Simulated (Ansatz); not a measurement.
# U-r2SCAN/def2-SVPD run of C2H2FSi (SMILES C#C[SiH]F)

What is the electronic atomisation energy of C2H2FSi at U-r2SCAN/def2-SVPD? 

The calculation is run with Ansatz 0.2.0.

46 further runs of the same task are left out: 46 set aside as unsound or not needed.

### Step 1. Starting point

The species is C2H2FSi (6 atoms), meant as a doublet with charge 0. SMILES: `C#C[SiH]F`. Geometry: relaxed at PBE0-D4/def2-TZVP.

Bond lengths: C1–C2 1.209 Å, C2–Si3 1.806 Å, Si3–F4 1.599 Å, C1–H5 1.066 Å, Si3–H6 1.485 Å. Angles: C1–C2–Si3 173.2°, C2–Si3–F4 109.8°, C2–C1–H5 179.1°, C2–Si3–H6 111.2°, F4–Si3–H6 108.3°.

### Step 2. A single-point energy at U-r2SCAN/def2-SVPD

Input file run.yaml:

```yaml
crystal:
  periodic: [false, false, false]
  atoms:
    - {symbol: C, position_ang: [0.118100, -0.680000, -1.605700]}
    - {symbol: C, position_ang: [0.120400, -0.213700, -0.490100]}
    - {symbol: Si, position_ang: [0.338300, 0.466700, 1.168800]}
    - {symbol: F, position_ang: [-0.478000, -0.412300, 2.226800]}
    - {symbol: H, position_ang: [0.100300, -1.089200, -2.590300]}
    - {symbol: H, position_ang: [-0.157100, 1.864400, 1.244300]}
basis:
  gaussian:
    orbitals: def2-SVPD
magnetization:
  spin_polarized: true
  initial_magnetization: 1
accuracy: high
output:
  orbitals: {seedname: orbitals}
hamiltonian:
  xc: r2scan
```

The run is started by

```console
$ ansatz run run.yaml --threads 1 --pin off --max-ram 3480MiB --events-out events.jsonl --progress --plain --runs-dir runs
```

Output:

```text
Warning: RAYON_NUM_THREADS=1 ignored (pool sized by the plan → 1); use --threads N
Functional definition: r2SCAN
  name "r2SCAN"
  parameter k0 = 0.174
  parameter k1 = 0.065
  parameter a1 = 4.9479
  exchange = r2scan_x(k0 = k0, k1 = k1, a1 = a1)
  correlation = r2scan_c
1967 factors; integrals over basis functions are off by at most 3.7e-9 eV
mean field evaluation 1: about -12682.3548 eV, gradient 3.9e1 eV
mean field evaluation 2: about -12648.4757 eV, gradient 8.0e1 eV
mean field evaluation 4: about -12688.8562 eV, gradient 1.6e1 eV
mean field evaluation 8: about -12690.2157 eV, gradient 3.3e-1 eV
mean field evaluation 16: about -12690.2183 eV, gradient 2.4e-3 eV
mean field evaluation 32: about -12690.2183 eV, gradient 6.0e-8 eV
mean field -12690.21833270 eV, -466.3569219877 hartree, gradient 6.0e-8 eV, S^2 0.756781; 0 other end points of the search recorded, 0 dependent functions left out
reference -12690.21833630 eV, -466.3569221200 hartree; 19, 18 occupied and 84, 85 virtual orbitals, 1967 factors
Total energy: -12690.21833630 eV, -466.3569221200 hartree
```

Wall time 26 s (1 thread of Arm Neoverse V1, shared host); peak memory 0.43 GiB.

### Step 3. The C atom, same level

Input file in.yaml:

```yaml
crystal:
  periodic: [false, false, false]
  atoms:
    - {symbol: C, position_ang: [0.000000, 0.000000, 0.000000]}
basis:
  gaussian:
    orbitals: def2-SVPD
magnetization:
  spin_polarized: true
  initial_magnetization: 2
hamiltonian:
  xc: r2scan
accuracy: high
```

Run the same way, it converges to -37.78828 Eh (log not shown).

### Step 4. The F atom

Input file run.yaml:

```yaml
crystal:
  periodic: [false, false, false]
  atoms:
    - {symbol: F, position_ang: [0.000000, 0.000000, 0.000000]}
basis:
  gaussian:
    orbitals: def2-SVPD
accuracy: high
hamiltonian:
  xc: {name: r2SCAN}
magnetization:
  spin_polarized: true
  initial_magnetization: 1
```

The run is started by

```console
$ ansatz run run.yaml --threads 1 --pin off --max-ram 3480MiB --events-out events.jsonl --progress --plain --runs-dir runs
```

Output, shortened:

```text
Warning: RAYON_NUM_THREADS=1 ignored (pool sized by the plan → 1); use --threads N
[... 7 set-up lines as earlier in the session ...]
194 factors; integrals over basis functions are off by at most 1.8e-9 eV
mean field evaluation 1: about -2710.3828 eV, gradient 6.0e0 eV
mean field evaluation 2: about -2710.4441 eV, gradient 4.0e0 eV
mean field evaluation 4: about -2710.4932 eV, gradient 1.1e-2 eV
mean field evaluation 8: about -2710.4945 eV, gradient 3.7e-4 eV
mean field -2710.49449534 eV, -99.6088354644 hartree, gradient 1.9e-8 eV, S^2 0.752225; 0 other end points of the search recorded, 0 dependent functions left out
reference -2710.49449844 eV, -99.6088355784 hartree; 5, 4 occupied and 18, 19 virtual orbitals, 194 factors
Total energy: -2710.49449844 eV, -99.6088355784 hartree
```

Run time: 1.1 s. Hardware: 1 thread of Arm Neoverse V1, shared host; peak memory 0.1 GiB.

### Step 5. The H atom at the same level

Input file job.yaml:

```yaml
crystal:
  periodic: [false, false, false]
  atoms:
    - {symbol: H, position_ang: [0.000000, 0.000000, 0.000000]}
basis:
  gaussian: {orbitals: def2-SVPD}
magnetization: {spin_polarized: true, initial_magnetization: 1}
hamiltonian: {xc: r2scan}
accuracy: high
```

Run the same way, it converges to -0.49921 Eh (log not shown).

### Step 6. The Si atom, same level

Input file in.yaml:

```yaml
crystal:
  periodic: [false, false, false]
  atoms:
    - {symbol: Si, position_ang: [0.000000, 0.000000, 0.000000]}
basis:
  gaussian: {orbitals: def2-SVPD}
magnetization: {spin_polarized: true, initial_magnetization: 2}
hamiltonian: {xc: r2scan}
accuracy: high
```

Run the same way, it converges to -289.24569 Eh (log not shown).

### Step 7. What came out

Level: U-r2SCAN/def2-SVPD.

| quantity | value |
| --- | --- |
| molecule: total energy | -466.35692 Eh |
| molecule: HOMO energy (highest over α and β) | -5.68 eV |
| molecule: LUMO energy (lowest over α and β) | -3.23 eV |
| molecule: ⟨S²⟩ | 0.757 |
| C atom: total energy | -37.78828 Eh |
| C atom: ⟨S²⟩ | 2.006 |
| F atom: total energy | -99.60884 Eh |
| F atom: ⟨S²⟩ | 0.752 |
| H atom: total energy | -0.49921 Eh |
| H atom: ⟨S²⟩ | 0.750 |
| Si atom: total energy | -289.24569 Eh |
| Si atom: ⟨S²⟩ | 2.009 |
| electronic atomisation energy | 25.236 eV |

What this shows: Taking the molecule apart into free atoms costs 25.24 eV (582 kcal/mol), before zero-point energy and without spin-orbit coupling.
